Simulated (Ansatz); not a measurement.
Born–Oppenheimer molecular dynamics of a periodic cell of 16 atoms, KCl (surface KCl(110)). It starts from a relaxed structure.

All numbers below come from DFT LDA, scalar-relativistic, plane waves, PAW in Ansatz 0.2.0. Settings: cutoff 420 eV, k mesh 1x2x1, fermi-dirac smearing 0.05 eV, no spin polarisation.

| Property | Result |
| --- | --- |
| ensemble | NVT, Langevin thermostat |
| time step | 2 fs |
| steps asked | 160 |
| set temperature | 500 K |
| friction | 0.02 /fs |
| atoms held | 1, 4, 6, 7 |
| seed | 231518 |

First frame:

```xyz
16
Lattice="8.8866 0.0000 0.0000 0.0000 6.2837 0.0000 0.0000 0.0000 19.6649" Properties=species:S:1:pos:R:3
K 0.000 0.000 1.000
Cl 2.222 0.000 2.950
K 6.665 3.142 2.959
Cl 4.443 3.142 1.000
K 2.222 3.142 2.959
Cl 0.000 3.142 1.000
K 4.443 0.000 1.000
Cl 6.665 0.000 2.950
K 4.443 0.000 5.160
Cl 6.665 0.000 7.131
K 2.222 3.142 7.091
Cl 0.000 3.142 5.149
K 6.665 3.142 7.091
Cl 4.443 3.142 5.149
K 0.000 0.000 5.160
Cl 2.222 0.000 7.131
```

Problem. What does the run give?

Solution. All steps were run.

```json
{"steps done": "160", "time covered": "320 fs", "mean temperature over the second half": "516 K", "spread of the potential energy over the second half": "9.3 meV per atom", "mean potential energy of the second half above the start": "50.0 meV per atom"}
```

A run of 0.32 ps of so small a system gives no equilibrium averages. Limits of this set-up: coarse k mesh, thin slab, slab without dipole correction.

Problem. What happens to the structure?

Solution. Mean squared displacements from the first frame to the last: K 0.21 Å², Cl 0.24 Å². The details hang on the random start.

Problem. How do temperature and energy run in time?

Solution. 
```
time (fs)  T (K)  potential energy less start (eV)
      0.0    500                             0.000
     26.0    477                             0.253
     52.0    442                             0.504
     78.0    540                             0.554
    104.0    456                             0.645
    130.0    444                             0.865
    156.0    571                             0.681
    182.0    504                             0.622
    208.0    466                             0.663
    234.0    622                             0.768
    260.0    434                             0.852
    286.0    545                             0.902
    312.0    589                             1.082
```

The run took 14 min on 1 thread of Intel(R) Xeon(R) Platinum 8375C CPU @ 2.90GHz (Ice Lake), with other jobs on the host, peak memory 1.2 GiB.
